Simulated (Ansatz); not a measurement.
# C₄H₉FOZn: up Jacob's ladder to CCSD(T)

How much do the methods differ for C₄H₉FOZn? The plan is to run it at one geometry with functionals of several rungs and with coupled cluster. The yardstick is the atomisation energy at the CCSD(T) limit.

Program: Ansatz 0.2.0, Gaussian basis. Level of theory: functionals in def2-TZVPP, the program's frozen cores in correlated methods. These are calculated values, not measurements.

The runs, in order: LDA (SPW92), PBE-D4, revPBE-D4, BLYP-D4, r2SCAN-D4, B97M-V, PBE0-D4, B3LYP-D4, r2SCANh-D4, r2SCAN0-D4, HSE06-D4, BHLYP-D4, CAM-B3LYP-D4, LC-ωPBE, ωB97X-V, ωB97M-V, B2PLYP, PBE-QIDH; CCSD(T)/def2-SVP; CCSD(T)/def2-TZVPP; MP2/def2-QZVPP; extrapolation to the limit; RPA on PBE.

## (1) The relaxed structure

The geometry comes from an earlier relaxation with PBE0-D4 in a triple-zeta def2 set; it is a stationary point, not always the lowest conformer.

SMILES `CC(C)(C)[O][Zn][F]`, 16 atoms, charge 0, spin multiplicity 1.

Atoms are counted from 1 here; the program's logs count them from 0.

Bond lengths: C1–C2 1.523 Å, C1–H8 1.092 Å, C1–H9 1.092 Å, C1–H10 1.092 Å, C2–C3 1.523 Å, C2–C4 1.523 Å, C2–O5 1.416 Å, C3–H11 1.093 Å, C3–H12 1.097 Å, C3–H13 1.092 Å, C4–H14 1.092 Å, C4–H15 1.097 Å, C4–H16 1.093 Å, O5–Zn6 1.763 Å, Zn6–F7 1.741 Å. Angles: C2–C1–H8 110.0°, C2–C1–H9 111.2°, C2–C1–H10 110.0°, H8–C1–H9 108.7°, H8–C1–H10 108.2°, H9–C1–H10 108.7°, C1–C2–C3 110.3°, C1–C2–C4 110.3°, C1–C2–O5 106.0°, C3–C2–C4 110.2°, C3–C2–O5 110.0°, C4–C2–O5 110.0°, C2–C3–H11 111.8°, C2–C3–H12 110.5°, C2–C3–H13 110.2°, H11–C3–H12 107.4°, H11–C3–H13 108.6°, H12–C3–H13 108.3° and more.

## (2) LDA

This LDA is Slater exchange with PW92 correlation.

Input file in.yaml:

```yaml
crystal:
  periodic: [false, false, false]
  atoms:
    - {symbol: C, position_ang: [-0.369680, -1.396121, -1.031667]}
    - {symbol: C, position_ang: [-0.082125, -0.172741, -0.171304]}
    - {symbol: C, position_ang: [1.406118, 0.151935, -0.196404]}
    - {symbol: C, position_ang: [-0.545004, -0.413665, 1.259990]}
    - {symbol: O, position_ang: [-0.819907, 0.890821, -0.746571]}
    - {symbol: Zn, position_ang: [-0.791383, 2.521854, -0.078119]}
    - {symbol: F, position_ang: [-0.847485, 4.169317, 0.483464]}
    - {symbol: H, position_ang: [-1.440123, -1.609675, -1.030801]}
    - {symbol: H, position_ang: [0.162828, -2.274291, -0.659285]}
    - {symbol: H, position_ang: [-0.059422, -1.209438, -2.061398]}
    - {symbol: H, position_ang: [2.008112, -0.674887, 0.188499]}
    - {symbol: H, position_ang: [1.618740, 1.029819, 0.426271]}
    - {symbol: H, position_ang: [1.726616, 0.369222, -1.217372]}
    - {symbol: H, position_ang: [-1.620533, -0.600989, 1.281045]}
    - {symbol: H, position_ang: [-0.335193, 0.463376, 1.884780]}
    - {symbol: H, position_ang: [-0.034460, -1.267039, 1.713068]}
basis:
  gaussian: {orbitals: def2-TZVPP}
hamiltonian: {xc: lda}
output: {orbitals: {seedname: orbitals}}
```

After this run come: PBE-D4 (GGA); revPBE-D4 (GGA); BLYP-D4 (GGA); r2SCAN-D4 (meta-GGA); B97M-V (meta-GGA); PBE0-D4 (hybrid); B3LYP-D4 (hybrid); r2SCANh-D4 (hybrid); r2SCAN0-D4 (hybrid); HSE06-D4 (hybrid); BHLYP-D4 (hybrid); CAM-B3LYP-D4 (range-separated); LC-ωPBE (range-separated); ωB97X-V (range-separated); ωB97M-V (range-separated); B2PLYP (double hybrid); PBE-QIDH (double hybrid); CCSD(T) in def2-SVP; CCSD(T) in def2-TZVPP; MP2 in def2-QZVPP; RPA on PBE orbitals.

**Question.** What will the summary of the whole plan be? Wanted: atomisation energy, CCSD(T)/CBS; farthest beyond LDA; mean size of error, GGA; mean size of error, meta-GGA; mean size of error, hybrid; mean size of error, range-separated; mean size of error, double hybrid; gap, smallest and largest; T1 diagnostic.

As calculated:

```
                               quantity                                                                                                value
        atomisation energy, CCSD(T)/CBS                                                                                        6078.3 kJ/mol
 functionals within 30.4 kJ/mol (0.5 %)  r2SCAN-D4, B97M-V, PBE0-D4, r2SCANh-D4, HSE06-D4, CAM-B3LYP-D4, LC-ωPBE, ωB97X-V, ωB97M-V, PBE-QIDH
                    farthest beyond LDA                                                                             BHLYP-D4 (-210.8 kJ/mol)
                mean size of error, GGA                                                                                          68.6 kJ/mol
           mean size of error, meta-GGA                                                                                          17.3 kJ/mol
             mean size of error, hybrid                                                                                          60.0 kJ/mol
    mean size of error, range-separated                                                                                           9.0 kJ/mol
      mean size of error, double hybrid                                                                                          54.1 kJ/mol
              gap, smallest and largest                                                                4.05 eV (BLYP-D4), 11.53 eV (LC-ωPBE)
                          T1 diagnostic                                                                                               0.0153
triples share of the correlation energy                                                                                                3.5 %
```

**Reading.** LDA overbinds by 884.6 kJ/mol (15 %). PBE-D4 misses by +106.3 kJ/mol. Double hybrids carry the basis error of their MP2 part in triple zeta, and no dispersion term here, so their miss is partly the set-up's. The rungs range-separated, meta-GGA miss on average by less than the doubt on the reference (30.4 kJ/mol), so they tie. Misses under about 30.4 kJ/mol are within the doubt on the reference itself, which lacks core-valence correlation, relativity and higher excitations. Hartree-Fock recovers 73 % of the binding; the rest is correlation. CCSD(T) in def2-SVP is off by -269.7 kJ/mol, more than most functionals: a good method in a small basis is no reference. The gap grows from 4.0 to 11.5 eV across the functionals, mostly with the share of exact exchange. For Zn the d shell is correlated and the shells below it are frozen.
